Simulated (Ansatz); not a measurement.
**Cs on Ag (Silver) (111)**

One table from this session's results is given with a row withheld; the runs are named, their logs left out.

Computed with Ansatz 0.2.0 (DFT PBE+D3(BJ), scalar-relativistic, plane waves, PAW, unless a step's input says otherwise).

2 further runs of the same task are left out: 2 set aside as unsound or not needed.

### The starting structure

Symmetry: P-3m1, No. 164, trigonal system. The conventional cell has a = 2.880 Å, b = 2.880 Å, c = 24.055 Å, α = 90.00°, β = 90.00°, γ = 120.00°. Ag (site symmetry 3m) is surrounded by 9 Ag at 2.88 Å. Around Ag (site symmetry 3m) lie 12 Ag at 2.87 to 2.88 Å.

Coordinates:

```
CELL_PARAMETERS angstrom
4.98885 0.00000 0.00000
-2.49442 4.32047 0.00000
0.00000 0.00000 24.05530
ATOMIC_POSITIONS crystal
Ag 0.00000 0.33333 0.35335
Ag 0.33333 0.00000 0.35335
Ag 0.66667 0.66667 0.35335
Ag 0.33333 0.33333 0.45112
Ag 0.66667 0.00000 0.45112
Ag 0.00000 0.66667 0.45112
Ag 0.66667 0.33333 0.54827
Ag 0.00000 0.00000 0.54827
Ag 0.33333 0.66667 0.54827
Ag 0.00000 0.33333 0.64640
Ag 0.33333 0.00000 0.64640
Ag 0.66667 0.66667 0.64640
```

This (111) slab, 7.1 Å thick as cut, with 17 Å of vacuum; its outer planes are Ag (top) and Ag (bottom), was relaxed beforehand with its lower half held: -91089.9350 eV, work function 4.47 eV.

The first run:

Miller indices refer to the conventional cell of the relaxed bulk, Fm-3m (No. 225): a = 4.073 Å, b = 4.073 Å, c = 4.073 Å, α = 90.00°, β = 90.00°, γ = 90.00°.

input.yaml reads:

```yaml
crystal:
  lattice:
    - [4.9888483879, 0.0, 0.0]
    - [-2.4944241939, 4.3204694395, 0.0]
    - [0.0, 0.0, 26.0552970507]
  atoms:
    - { symbol: Ag, position: [0.0, 0.3333333333, 0.3262292494] }
    - { symbol: Ag, position: [0.3333333333, 0.0, 0.3262292494] }
    - { symbol: Ag, position: [0.6666666667, 0.6666666667, 0.3262292494] }
    - { symbol: Ag, position: [0.3333333333, 0.3333333333, 0.4164898087] }
    - { symbol: Ag, position: [0.6666666667, 0.0, 0.4164898087] }
    - { symbol: Ag, position: [0.0, 0.6666666667, 0.4164898087] }
    - { symbol: Ag, position: [0.6666666667, 0.3333333333, 0.5061894398] }
    - { symbol: Ag, position: [0.0, 0.0, 0.5061894398] }
    - { symbol: Ag, position: [0.3333333333, 0.6666666667, 0.5061894398] }
    - { symbol: Ag, position: [0.0, 0.3333333333, 0.5967823519] }
    - { symbol: Ag, position: [0.3333333333, 0.0, 0.5967823519] }
    - { symbol: Ag, position: [0.6666666667, 0.6666666667, 0.5967823519] }
    - { symbol: Cs, position: [0.3333333333, 0.0, 0.7464640075] }
basis:
  ecutwfc: 420
kpoints:
  mp_grid: { grid: [6, 6, 1] }
hamiltonian:
  xc: pbe
  dispersion: d3bj
scf:
  occupations: { method: gaussian, width: 0.1 }
output:
  forces: true
  eigenvalues: true
  write_density: true
  write_potential: true
  elf: true
  volumetric_format: npy
relax:
  adjacent_minimum: "off"
  f_tol: 0.03
  max_steps: 70
  constraints: [{ sites: [0, 1, 2, 3, 4, 5] }]
efield:
  axis: 3
  dipole_correction: true
```

Launch:

```bash
> ansatz run input.yaml --threads 4 --pin off --max-ram 10240MiB --backend cpu --events-out ev --progress --plain --runs-dir out
```

Among the steps run: Cs at the top (Ag) site; Cs at the hollow (nearest Ag) site; Cs put at a bridge (Ag-Ag) site.

One of the session's tables, all rows but one given; the rest of the session is left out.

It belongs to the step «Cs: energies by site». 

| start | height (Å) | Δ dipole (e·Å) |
| --- | --- | --- |
| top (Ag) at (0.33, 0.00) | 2.99 | +0.313 |
| hollow (nearest Ag) at (0.00, 0.67) | 3.09 | +0.309 |
| bridge (Ag-Ag) at (0.00, 0.83) | ? | ? |
| hollow (nearest Ag) at (0.33, 0.67) | 3.08 | +0.310 |

Estimate the missing values for bridge (Ag-Ag) at (0.00, 0.83).

**Answer.** height (Å): 3.03; Δ dipole (e·Å): +0.309. In the column «height (Å)» it lies between top (Ag) at (0.33, 0.00) (2.99) and hollow (nearest Ag) at (0.33, 0.67) (3.08).

To keep in mind: A start on a symmetric site keeps its symmetry, so an end may be a saddle point and not a minimum. In some runs the vacuum holds more charge than the dipole correction wants, so vacuum levels can be off. Warnings in the runs' records: vacuum density over bound, xc potential rough in thin density.
